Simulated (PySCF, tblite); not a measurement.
# C3H7F2Si radical: geometry, infrared bands and EPR parameters

Wanted: the infrared bands and EPR parameters of C3H7F2Si radical (`C[C@H](F)C[SiH]F`), by calculation.

Computed with tblite 0.8.0 and PySCF 2.14.0, with density-fitted response routines of our own, on a single molecule in the gas phase. Atoms are numbered from 0 throughout.

**1. The molecule as given**

13 atoms, charge 0, multiplicity 2; geometry from: force field or distance geometry start.

Bonds of the start (Å): C0–C1 1.48, C1–F2 1.40, C1–C3 1.50, C3–Si4 1.84, Si4–F5 1.67, C0–H6 1.12, C0–H7 1.12, C0–H8 1.09, C1–H9 1.11, C3–H10 1.13, C3–H11 1.13, Si4–H12 1.45.

**2. Optimising the geometry with GFN2-xTB**

The job: settings as JSON, then the geometry in Å.

```
{"job": {"kind": "relax", "xc": "GFN2-xTB", "basis": "xTB"}, "charge": 0, "multiplicity": 2}
C     -1.361800     0.432300    -0.273000
C     -0.461600    -0.739600    -0.158000
F     -1.186500    -1.809300     0.376600
C      0.748400    -0.545400     0.704600
Si     1.837600     0.810300     0.108900
F      1.108600     2.312400     0.040800
H     -2.356700     0.186600     0.186200
H     -1.587600     0.574500    -1.361900
H     -0.985700     1.371300     0.145800
H     -0.091700    -1.097100    -1.143300
H      0.490100    -0.425200     1.795700
H      1.316700    -1.526000     0.675700
H      2.525900     0.455800    -1.115900
```

On the command line:

```console
> OMP_NUM_THREADS=1 python probes_run.py task.json out
```

One launch serves the whole session: the jobs run in the order shown.

Output:

```text
step      E/eV     max force
  0    -576.13787    2.369
  1    -576.31474    0.662
  2    -576.34466    0.600
  3    -576.38325    0.625
  4    -576.41126    0.485
  5    -576.42498    0.283
  6    -576.43426    0.219
  7    -576.44389    0.228
  8    -576.45027    0.197
  9    -576.45391    0.167
 10    -576.45640    0.171
 11    -576.45962    0.178
 12    -576.46411    0.204
 13    -576.46844    0.187
 14    -576.47129    0.142
 15    -576.47342    0.130
 16    -576.47529    0.133
 17    -576.47700    0.131
 18    -576.47876    0.103
 19    -576.48049    0.129
 20    -576.48212    0.123
 21    -576.48349    0.097
 22    -576.48456    0.085
 23    -576.48555    0.096
 24    -576.48661    0.123
 25    -576.48758    0.096
 26    -576.48841    0.072
 27    -576.48924    0.068
 28    -576.49030    0.107
 29    -576.49163    0.135
 30    -576.49296    0.106
 31    -576.49404    0.088
 32    -576.49500    0.077
 33    -576.49611    0.102
 34    -576.49730    0.119
 35    -576.49835    0.089
 36    -576.49919    0.080
 37    -576.49996    0.073
 38    -576.50074    0.077
 39    -576.50143    0.073
 40    -576.50194    0.054
 41    -576.50237    0.063
 42    -576.50283    0.059
 43    -576.50328    0.058
 44    -576.50369    0.052
 45    -576.50414    0.072
 46    -576.50487    0.101
 47    -576.50628    0.144
 48    -576.50859    0.214
 49    -576.51147    0.218
 50    -576.51521    0.151
 51    -576.51923    0.153
 52    -576.52327    0.225
 53    -576.52755    0.543
 54    -576.53296    0.471
 55    -576.54222    0.220
 56    -576.54983    0.110
 57    -576.55606    0.351
 58    -576.56083    0.139
 59    -576.56466    0.158
 60    -576.56806    0.141
 61    -576.57159    0.102
 62    -576.57348    0.097
 63    -576.57466    0.103
 64    -576.57547    0.129
 65    -576.57634    0.101
 66    -576.57762    0.061
 67    -576.57818    0.056
 68    -576.57876    0.066
 69    -576.57905    0.048
 70    -576.57932    0.030
 71    -576.57959    0.043
 72    -576.57987    0.044
 73    -576.58004    0.027
 74    -576.58014    0.019
 75    -576.58023    0.023
 76    -576.58031    0.023
 77    -576.58035    0.011
 78    -576.58037    0.010
```

Wall time 0.38 s (1 thread of Arm Neoverse V1, shared host); peak memory 0.18 GiB.

The steps of the relaxation: (not every step is listed)

| step | energy from step 0 (eV) | largest force (eV/Å) |
| --- | --- | --- |
| 0 | 0.0000 | 2.3687 |
| 1 | -0.1769 | 0.6617 |
| 2 | -0.2068 | 0.6003 |
| 3 | -0.2454 | 0.6251 |
| 4 | -0.2734 | 0.4849 |
| 5 | -0.2871 | 0.2827 |
| 6 | -0.2964 | 0.2186 |
| 7 | -0.3060 | 0.2283 |
| 8 | -0.3124 | 0.1969 |
| 14 | -0.3334 | 0.1422 |
| 20 | -0.3442 | 0.1234 |
| 26 | -0.3505 | 0.0722 |
| 32 | -0.3571 | 0.0773 |
| 38 | -0.3629 | 0.0766 |
| 44 | -0.3658 | 0.0519 |
| 50 | -0.3773 | 0.1515 |
| 56 | -0.4120 | 0.1100 |
| 62 | -0.4356 | 0.0968 |
| 68 | -0.4409 | 0.0660 |
| 73 | -0.4422 | 0.0271 |
| 74 | -0.4423 | 0.0191 |
| 75 | -0.4424 | 0.0230 |
| 76 | -0.4424 | 0.0226 |
| 77 | -0.4425 | 0.0114 |
| 78 | -0.4425 | 0.0097 |

Close pairs (by a distance rule), those that changed most:

| bond | before (Å) | after (Å) | change (Å) |
| --- | --- | --- | --- |
| C3–Si4 | 1.838 | 1.898 | +0.059 |
| C3–H11 | 1.134 | 1.091 | -0.042 |
| Si4–F5 | 1.671 | 1.630 | -0.041 |
| C3–H10 | 1.128 | 1.092 | -0.036 |
| C0–C1 | 1.482 | 1.518 | +0.035 |
| C0–H6 | 1.123 | 1.088 | -0.035 |
| C0–H7 | 1.121 | 1.087 | -0.034 |
| C1–C3 | 1.499 | 1.525 | +0.026 |

The next job starts from the end point, and lists it.

**3. Infrared spectrum with GFN2-xTB**

The job: settings as JSON, then the geometry in Å.

```
{"job": {"kind": "ir", "xc": "GFN2-xTB", "basis": "xTB"}, "charge": 0, "multiplicity": 2}
C     -1.416955     0.404946    -0.295265
C     -0.410358    -0.730813    -0.283884
F     -1.091511    -1.912396    -0.005948
C      0.689896    -0.565575     0.758907
Si     1.985914     0.730732     0.268099
F      1.237999     2.175195     0.166816
H     -1.849542     0.525243     0.695354
H     -2.216772     0.182592    -0.997539
H     -0.936010     1.332300    -0.587153
H      0.018553    -0.885100    -1.283195
H      0.229030    -0.324110     1.718933
H      1.180006    -1.532962     0.880821
H      2.575361     0.600435    -1.053673
```

Output:

```text
mode    cm-1     km/mol
  1      22.7      5.53
  2      92.5      3.62
  3     162.2      3.31
  4     200.3      1.47
  5     207.3      5.74
  6     355.3     23.82
  7     376.7      3.08
  8     462.1      8.25
  9     531.3     65.68
 10     619.4     75.60
 11     730.5     55.70
 12     775.6     59.44
 13     807.2    170.09
 14     880.7      5.07
 15     932.6     58.12
 16    1020.0     29.44
 17    1071.4     35.38
 18    1137.1     50.34
 19    1196.6      6.72
 20    1249.3     20.92
 21    1310.2     15.62
 22    1323.1     24.28
 23    1406.4     15.60
 24    1463.2      3.02
 25    1474.7      2.12
 26    1491.2      5.13
 27    2333.9    276.03
 28    2899.3     51.15
 29    2976.1     23.23
 30    2995.1     14.53
 31    3041.5     24.15
 32    3046.7     15.96
 33    3075.8     11.79
```

It took 0.3 s on 1 thread of Arm Neoverse V1, shared host; peak memory 0.18 GiB.

The strongest bands and the atoms that carry them (share of the mass-weighted mode):

| cm⁻¹ | km/mol | atoms |
| --- | --- | --- |
| 531 | 65.7 | H12 74 %, Si4 18 % |
| 619 | 75.6 | H12 86 % |
| 730 | 55.7 | F5 39 %, C3 21 %, Si4 16 %, H11 12 % |
| 776 | 59.4 | C3 32 %, H10 31 %, H11 16 % |
| 807 | 170.1 | Si4 36 %, C3 26 %, F5 21 % |
| 933 | 58.1 | H7 25 %, C1 21 %, C3 17 %, C0 11 % |
| 2334 | 276.0 | H12 97 % |
| 2899 | 51.1 | H9 93 % |

**4. g tensor and hyperfine couplings: B3LYP/pcH-1**

The job, as its differences from that of step 3:

```diff
@@ -1,2 +1,2 @@
-{"job": {"kind": "ir", "xc": "GFN2-xTB", "basis": "xTB"}, "charge": 0, "multiplicity": 2}
+{"job": {"kind": "epr", "basis": "pcH-1"}, "charge": 0, "multiplicity": 2}
 C     -1.416955     0.404946    -0.295265
```

Method: UKS B3LYP, pcH-1 on C F H Si, non-relativistic, mean-field spin-orbit, GIAO.

Output:

```text
UKS, coarse grid
  cycle   1  E = -607.64092008  |g| = 5.84e-01
  cycle   2  E = -607.47586602  |g| = 9.54e-01
  cycle   3  E = -607.75332580  |g| = 9.37e-02
  cycle   4  E = -607.75614761  |g| = 3.92e-02
  cycle   5  E = -607.75675197  |g| = 6.95e-03
  cycle   6  E = -607.75676889  |g| = 3.06e-03
  cycle   7  E = -607.75677245  |g| = 7.18e-04
UKS, final grid
  cycle   1  E = -607.75671318  |g| = 9.08e-04
  cycle   2  E = -607.75671283  |g| = 1.39e-03
  cycle   3  E = -607.75671350  |g| = 9.90e-05
  cycle   4  E = -607.75671350  |g| = 2.12e-05
E = -607.75671350 Eh   <S^2> = 0.7510 (exact 0.7500)
g shifts (ppm)      1          2          3
  rmc          -170       -170       -170
  gc             89         10        122
  oz_so        -831        -15       1651
  total        -912       -175       1603
hyperfine (MHz)  atom isotope    a_iso     a_fc   dipolar eigenvalues
    0   13C      -0.23      -0.23     -0.40     -0.21      0.61
    1   13C      43.96      43.96     -2.50     -2.12      4.63
    2   19F      40.16      39.99    -26.44    -23.41     49.84
    3   13C      46.03      46.02     -6.58     -6.27     12.85
    4  29Si    -619.38    -620.41   -161.66     80.44     81.23
    5   19F     132.84     131.12   -131.71   -128.05    259.75
    6    1H       0.45       0.45     -1.16     -0.81      1.97
    7    1H       0.09       0.09     -0.82     -0.58      1.40
    8    1H       0.29       0.29     -1.77     -1.25      3.02
    9    1H      -0.04      -0.04     -3.21     -0.38      3.59
   10    1H      -1.79      -1.79     -5.14     -2.50      7.65
   11    1H      -3.68      -3.68     -5.16     -2.33      7.48
   12    1H     116.86     116.85     -8.40      0.36      8.04
```

Run time: 54 s. Hardware: 1 thread of Arm Neoverse V1, shared host; peak memory 0.89 GiB.

Principal g values 2.00141, 2.00214, 2.00392; g(iso) = 2.00249, against 2.00232 for a free electron.

Hyperfine couplings; where a row names several nuclei, a(iso) is their mean (it holds for fast rotation or exchange) and the dipolar term the largest among them:

| nuclei | isotope | a(iso) (MHz) | a(iso) (G, at g = 2.0023) | largest dipolar term (MHz) |
| --- | --- | --- | --- | --- |
| Si4 | 29Si | -619.4 | -221.0 | -161.7 |
| F5 | 19F | 132.8 | 47.4 | 259.8 |
| H12 | 1H | 116.9 | 41.7 | -8.4 |
| C3 | 13C | 46.0 | 16.4 | 12.9 |
| C1 | 13C | 44.0 | 15.7 | 4.6 |
| F2 | 19F | 40.2 | 14.3 | 49.8 |
| H11 | 1H | -3.7 | -1.3 | 7.5 |
| H10 | 1H | -1.8 | -0.6 | 7.6 |
| H6, H7, H8 | 1H | 0.3 | 0.1 | 3.0 |
| C0 | 13C | -0.2 | -0.1 | 0.6 |
| H9 | 1H | 0.0 | 0.0 | 3.6 |

Mulliken spin populations:

C0 0.00; C1 0.02; F2 0.01; C3 0.03; Si4 0.86; F5 0.04; H6 0.00; H7 0.00; H8 0.00; H9 0.00; H10 0.00; H11 0.00; H12 0.05

In first order the couplings over 0.8 MHz of 19F, 1H give 32 distinct lines over 105.4 G, if the averaged nuclei exchange fast.

The fields below are evaluated on a grid from the run's orbitals.

ELF in a plane through or near 5 of the atoms.

Ten even steps from ' ' (0.00) to '@' (1.00):
```
                                                        
                                                        
                                                        
                  --**##**::                            
                ..%%@@@@@@++    --==--..                
                ..@@@@@@@@##  ..**####==..              
      ..----..  ..**@@@@@@**....**%%%%##--..            
    ..**####++--::++****--****----**##**::              
  ..==%%@@@@%%**==%%%%==::**%%**--....                  
  ::**%%@@@@##....--%%%%######**##==::                  
  ::**%%@@@@::++**++::**::..::**##--==++==--..          
  ..==##%%##::..==  ::..    ::++--==::##**==::          
    ..====::::::==##**--    %%@@%%====****++..          
      ..    ..==##%%%%**    @@@@@@##==----::            
            ::++%%%%%%**..  %%@@@@**::                  
            ..--++**++--    ::####::                    
              ....::..        ....                      
                                                        
                                                        
                                                        
```
The map spans 10.3 Å across and 9.0 Å up, centred on the molecule. Atoms in the plane (x, y in Å): C0 (1.3, -0.7), C3 (-0.6, 0.9), Si4 (-2.1, -0.3), H8 (0.7, -1.6), H11 (-0.9, 1.9).

On the surface of density 0.002 e/bohr³ the electrostatic potential runs, from the 1st to the 99th percentile, from -1.05 V near F2 to 1.38 V near H12.

The spin density lies nearest to Si4 68 %; H12 11 %; F5 8 %.

**5. Outcome**

```
                                 quantity                    value
strongest single infrared mode (GFN2-xTB)    2334 cm⁻¹, 276 km/mol
             zero-point energy (GFN2-xTB)            59.6 kcal/mol
                           g(iso) (B3LYP)                  2.00249
                                     ⟨S²⟩       0.751 (exact 0.75)
       largest a(iso) (averaged by class)  29Si on Si4, -619.4 MHz
    surface potential, 1st and 99th percentile       -1.05 V and 1.38 V
```

Relaxing lowered the energy by 0.442 eV in 78 steps; the close pair that moved most is C3–Si4, from 1.838 to 1.898 Å. All 33 modes are real, so the xTB geometry is a minimum. The strongest single mode, at 2334 cm⁻¹, moves mainly H12. GFN2-xTB is a fitted tight-binding method: band positions and strengths are rough. Its intensities can rank the bands wrongly. Most of the unpaired spin sits on Si4 (0.86 e). The isotropic g lies 0.2 ppt above the free-electron value.
